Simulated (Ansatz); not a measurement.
LuP, space group Fm-3m, a check of PAW against all-electron LAPW

Computed with Ansatz's Python interface.

Notebook, run cell by cell (the value of a cell's last expression is shown):

In [1]:
```python
import ansatz
import numpy as np
```

In [2]:
```python
def count_gap(report):
    # lowest empty less highest filled band, counting bands; zero where they overlap
    return max(report.get("gap_by_band_count_ev") or 0.0, 0.0)
```

In [3]:
```python
lattice = ansatz.Lattice.of(
    (0.0, 2.76185748, 2.76185748),
    (2.76185748, 0.0, 2.76185748),
    (2.76185748, 2.76185748, 0.0),
)
sites = [
    ("Lu", (0.0, 0.0, 0.0)),
    ("P", (0.5, 0.5, 0.5)),
]
structure = ansatz.Crystal(lattice=lattice)
for symbol, position in sites:
    structure = structure.atom(symbol, position)
```

In [4]:
```python
len(structure.resolved().sites)
```
Out [4]:
```text
2
```

In [5]:
```python
job = structure.calculation()
job = job.functional(ansatz.Functional.LDA)
job = job.kpoints(10)
job = job.occupations("Marzari-Vanderbilt", width=0.15)
job = job.stress()
job = job.forces()
job = job.band_table()
variants = {
    "PAW": job.pseudopotentials("paw"),
    "LAPW": job.pseudopotentials("all_electron", lapw=True),
}
# totals differ by the cores that each treatment holds, so compare what does not depend on them
rows = []
for label, variant in variants.items():
    summary = variant.run(threads=1, backend="cpu").report
    levels = np.array(summary["eigenvalues_ev"][0]) - summary["fermi_energy_ev"]
    print(label, "levels at the first k-point near E_F:", np.round(levels[np.abs(levels) < 5], 3))
    rows.append((label, summary["n_electrons"], np.trace(summary["stress_gpa"]) / 3, count_gap(summary)))
lines = [",".join(["treatment", "electrons in bands", "P GPa", "gap by band count eV"])] + [",".join(f"{v:.4f}" if isinstance(v, float) else str(v) for v in row) for row in rows]
print("\n".join(lines))
with open("paw_lapw.csv", "w") as handle:
    handle.write("\n".join(lines) + "\n")
```
```text
DeckWarning: basis.ecutwfc = 420 eV, auto-derived from the records' recommended cutoffs: set by Lu (normal level)
PAW levels at the first k-point near E_F: [-4.641 -4.641 -4.641 -4.594 -4.537 -4.537 -4.537  0.575  0.575  0.575
  1.468  1.468  1.468  2.326]
LAPW levels at the first k-point near E_F: [-4.645 -4.645 -4.645 -4.597 -4.541 -4.541 -4.541  0.574  0.574  0.574
  1.469  1.469  1.469  2.327  2.327]
treatment,electrons in bands,P GPa,gap by band count eV
PAW,30.0000,-6.4254,0.0000
LAPW,48.0000,-6.4220,0.0000
```

PAW gives -6.425 GPa and LAPW -6.422 GPa, 0.003 GPa apart. They took 2.3 and 15.3 s of processor time.

Reading the output:
- The computed bands are complete only to about 2.3 eV above the Fermi level.
- A gap by band count of zero or less means overlapping bands, a metal.
- At these settings the cell as given stands under about -6 GPa, so it isn't at this functional's equilibrium volume.
- The structure comes from a database of computed cells and needn't be a stable or known phase.
- Levels are Kohn-Sham eigenvalues on this mesh, without spin-orbit coupling.
- Warnings are shown shortened and without file and line.
- Pressure is positive in compression; the treatments may keep other shells as core, so totals and counts of electrons can differ.
- It ran for 18 s on 1 thread of Arm Neoverse V2, on a shared host, peak memory 0.52 GiB.
